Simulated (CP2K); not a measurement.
Here is a CP2K 2026.2 calculation.

Contents of bi2te3_bands.inp:

```
&GLOBAL
  PROJECT bi2te3_bands
  RUN_TYPE ENERGY_FORCE
  PRINT_LEVEL LOW
&END GLOBAL
&FORCE_EVAL
  METHOD QS
  STRESS_TENSOR ANALYTICAL
  &DFT
    BASIS_SET_FILE_NAME BASIS_MOLOPT
    POTENTIAL_FILE_NAME POTENTIAL_UZH
    &MGRID
      CUTOFF 450
      REL_CUTOFF 60
      NGRIDS 5
    &END MGRID
    &QS
      METHOD GPW
      EPS_DEFAULT 1.0E-10
    &END QS
    &KPOINTS
      SCHEME MONKHORST-PACK 7 7 7
      GAMMA_CENTERED T
      SYMMETRY T
      SYMMETRY_BACKEND SPGLIB
    &END KPOINTS
    &SCF
      SCF_GUESS ATOMIC
      EPS_SCF 1.0E-6
      MAX_SCF 100
      ADDED_MOS 16
      CHOLESKY OFF
      EPS_EIGVAL 1.0E-7
      &DIAGONALIZATION ON
        ALGORITHM STANDARD
      &END DIAGONALIZATION
      &MIXING ON
        METHOD BROYDEN_MIXING
        ALPHA 0.4
        BETA 1.5
        NBUFFER 8
      &END MIXING
      &SMEAR ON
        METHOD FERMI_DIRAC
        ELECTRONIC_TEMPERATURE [K] 580.226
      &END SMEAR
    &END SCF
    &XC
      &XC_FUNCTIONAL PBE
      &END XC_FUNCTIONAL
    &END XC
    &PRINT
      &KPOINTS ON
      &END KPOINTS
      &MULLIKEN ON
      &END MULLIKEN
      &MO ON
        ENERGIES T
        OCCUPATION_NUMBERS T
        &EACH
          QS_SCF 0
        &END EACH
        ADD_LAST NUMERIC
      &END MO
      &LOWDIN ON
      &END LOWDIN
      &HIRSHFELD ON
        SHAPE_FUNCTION DENSITY
      &END HIRSHFELD
      &BAND_STRUCTURE
        FILE_NAME bands.bs
        ADDED_MOS 2
        &KPOINT_SET
          UNITS B_VECTOR
          NPOINTS 6
          SPECIAL_POINT GAMMA 0.00000000 0.00000000 0.00000000
          SPECIAL_POINT L 0.50000000 0.00000000 0.00000000
          SPECIAL_POINT B1 0.50000000 0.17700839 -0.17700839
        &END KPOINT_SET
        &KPOINT_SET
          UNITS B_VECTOR
          NPOINTS 6
          SPECIAL_POINT B 0.82299161 0.50000000 0.17700839
          SPECIAL_POINT Z 0.50000000 0.50000000 0.50000000
          SPECIAL_POINT GAMMA 0.00000000 0.00000000 0.00000000
          SPECIAL_POINT X 0.33850420 0.00000000 -0.33850420
        &END KPOINT_SET
        &KPOINT_SET
          UNITS B_VECTOR
          NPOINTS 6
          SPECIAL_POINT Q 0.66149580 0.33850420 0.00000000
          SPECIAL_POINT F 0.50000000 0.50000000 0.00000000
          SPECIAL_POINT P1 0.66149580 0.66149580 0.17700839
          SPECIAL_POINT Z 0.50000000 0.50000000 0.50000000
        &END KPOINT_SET
        &KPOINT_SET
          UNITS B_VECTOR
          NPOINTS 6
          SPECIAL_POINT L 0.50000000 0.00000000 0.00000000
          SPECIAL_POINT P 0.82299161 0.33850420 0.33850420
        &END KPOINT_SET
      &END BAND_STRUCTURE
    &END PRINT
  &END DFT
  &SUBSYS
    &CELL
      A 10.4763118882 0.0000000000 0.0000000000
      B 9.5581931740 4.2888289808 0.0000000000
      C 9.5581931740 2.0461426804 3.7692644054
      PERIODIC XYZ
    &END CELL
    &COORD
      SCALED
      Bi  0.6000000000 0.6000000000 0.6000000000
      Bi  0.4000000000 0.4000000000 0.4000000000
      Te  0.7905000000 0.7905000000 0.7905000000
      Te  0.2095000000 0.2095000000 0.2095000000
      Te  0.0000000000 0.0000000000 0.0000000000
    &END COORD
    &KIND Bi
      BASIS_SET DZVP-MOLOPT-SR-GTH-q5
      POTENTIAL GTH-PBE0-q5
    &END KIND
    &KIND Te
      BASIS_SET DZVP-MOLOPT-SR-GTH-q6
      POTENTIAL GTH-PBE0-q6
    &END KIND
    &PRINT
      &ATOMIC_COORDINATES ON
      &END ATOMIC_COORDINATES
      &CELL ON
      &END CELL
      &SYMMETRY ON
      &END SYMMETRY
    &END PRINT
  &END SUBSYS
  &PRINT
    &FORCES ON
    &END FORCES
    &STRESS_TENSOR ON
    &END STRESS_TENSOR
  &END PRINT
&END FORCE_EVAL
```

Potentials or basis: POTENTIAL_UZH Bi GTH-PBE0-q5, Te GTH-PBE0-q6; DZVP-MOLOPT-SR-GTH basis.

Launch:

```console
$ OMP_NUM_THREADS=1 cp2k.psmp -i bi2te3_bands.inp -o bi2te3_bands.out
```

Estimate the largest force.

0.083 eV/Å.

Predict the band gap on the k mesh.

0.27 eV, direct.

Estimate the pressure.

1.6 GPa.

Levels at the corners of the path, in eV from the valence-band top:
```
point  band 12  band 13  band 14  band 15  band 16  band 17
    Γ    -0.97    -0.97     0.00     0.27     0.59     0.59
    L    -2.46    -1.02    -0.54     0.54     0.99     2.71
   B1    -2.00    -1.04    -0.80     1.18     1.41     2.50
    B    -2.00    -1.04    -0.80     1.18     1.41     2.50
    Z    -1.24    -1.24    -0.51     0.87     1.08     1.08
    Γ    -0.97    -0.97     0.00     0.27     0.59     0.59
    X    -1.70    -1.41    -0.69     1.06     1.99     2.03
    Q    -1.70    -1.41    -0.69     1.06     1.99     2.03
    F    -1.89    -1.62    -1.01     0.81     1.52     1.99
   P1    -1.44    -1.39    -1.28     1.14     1.30     1.62
    Z    -1.24    -1.24    -0.51     0.87     1.08     1.08
    L    -2.46    -1.02    -0.54     0.54     0.99     2.71
    P    -1.44    -1.39    -1.28     1.14     1.30     1.62
```

Caveat: spin-orbit coupling is left out, which as a rule narrows the gap of such compounds by several tenths of an eV; the basis of atomic orbitals isn't converged, which shifts pressures, moduli and gaps.

**Experimental background.**

From “Vacancy and Antisite-Induced Ferromagnetism in Liquid-Phase Exfoliated Bi2Te3”, 2024, arxiv:2412.10539, for a bulk crystal of Bi2Te3: band gap 0.17 eV.

A measured gap of Bi2Te3 is 0.17 eV (quoted in “Vacancy and Antisite-Induced Ferromagnetism in Liquid-Phase Exfoliated Bi2Te3”, 2024, arxiv:2412.10539); the calculated 0.27 eV misses it by +0.10 eV. Spin-orbit coupling on Bi, Te is left out. The value is that of PBE in an atomic basis (POTENTIAL_UZH Bi GTH-PBE0-q5, Te GTH-PBE0-q6; DZVP-MOLOPT-SR-GTH basis), whose error adds to the functional's,, without temperature or zero-point motion.
